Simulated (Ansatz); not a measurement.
# BGeHF (doublet): the correlation ladder, cc-pVDZ

An exercise on one series of results from a longer session: the logs are not shown, and one member is left open.

Program: Ansatz 0.2.0, Gaussian basis. Level of theory: cc-pVDZ, core rule «outside noble gas», up to 16 orbitals frozen. These are calculated values, not measurements.

To be run: UHF; CCSD(T) on ROHF; CCSD(T) on UHF; BCCD(T) on ROHF; CISD; CCSDT(Q) on ROHF; CCSDT(Q) on UHF; CASSCF and MRCISD+Q, 9 electrons in 9 orbitals; CASSCF and NEVPT2, 9 electrons in 9 orbitals.

24 further runs of the same task are left out: 1 for a mislabelled method, 10 that didn't finish, 13 set aside as unsound or not needed.

## The system

The geometry is a PBE0/def2-TZVP stationary point (not a proven minimum). No spin-orbit coupling is included. The filled d shell of Ge may be among the frozen orbitals whatever the setting's name suggests; the logs give the count.

4 atoms, charge 0, spin multiplicity 2.

Atoms are counted from 1 here; the program's logs count them from 0.

Bond lengths: F1–B2 1.300 Å, B2–Ge3 1.934 Å, B2–H4 1.371 Å, Ge3–H4 1.864 Å. Angles: F1–B2–Ge3 176.3°, F1–B2–H4 117.6°, Ge3–B2–H4 66.2°, B2–Ge3–H4 42.3°, B2–H4–Ge3 71.6°.

Set-up of the first run:

Contents of in.yaml:

```yaml
crystal:
  periodic: [false, false, false]
  atoms:
    - {symbol: F, position_ang: [0.000012, -0.353366, 1.600203]}
    - {symbol: B, position_ang: [-0.000026, -0.288012, 0.301824]}
    - {symbol: Ge, position_ang: [0.000005, -0.316084, -1.631542]}
    - {symbol: H, position_ang: [0.000009, 0.957462, -0.270485]}
basis:
  gaussian: {orbitals: cc-pVDZ}
magnetization: {spin_polarized: true, initial_magnetization: 1}
hamiltonian: {xc: hf}
output: {orbitals: {seedname: orbitals}}
```

The run is started by

```
ansatz run in.yaml --threads 1 --pin off --events-out ev --progress --plain --max-ram 2393MiB
```

Among the steps run: UHF; CCSD(T) on ROHF; CCSD(T) on UHF; BCCD(T) on ROHF; CISD; CCSDT(Q) on ROHF; CCSDT(Q) on UHF; CASSCF and MRCISD+Q, 9 electrons in 9 orbitals; CASSCF and NEVPT2, 9 electrons in 9 orbitals.

One table of the session follows, with a row left open; its other results are not shown here.

It belongs to the step «Misses and costs». 

```
           method  from UCCSDT(Q) (meV)
             ROHF              +10223.2
              UHF              +10148.4
             RMP2               +1042.0
             UMP2               +1057.8
            RCCSD                     ?
            UCCSD                +343.1
         RCCSD(T)                 +58.8
         UCCSD(T)                 +57.7
          BCCD(T)                 +53.0
           RCCSDT                 +25.3
           UCCSDT                 +23.6
        RCCSDT(Q)                  +4.9
        UCCSDT(Q)                     0
  CASSCF frontier               +8369.1
  NEVPT2 frontier                +848.2
  MRCISD frontier                +782.1
MRCISD+Q frontier                +157.6
```

**Question.** Estimate the row for RCCSD.

The run gave: from UCCSDT(Q) (meV): +346.7. In the column «from UCCSDT(Q) (meV)» it lies between UCCSD (+343.1) and MRCISD frontier (+782.1).

Not comparable, so not listed: CISD (they don't share determinant, frozen orbitals or solution with the rows shown, or repeat one).

To keep in mind: Restricted and unrestricted rows rest on different reference determinants; where their highest levels disagree by more than a few hundredths of an eV, they describe different states and don't form one ladder.
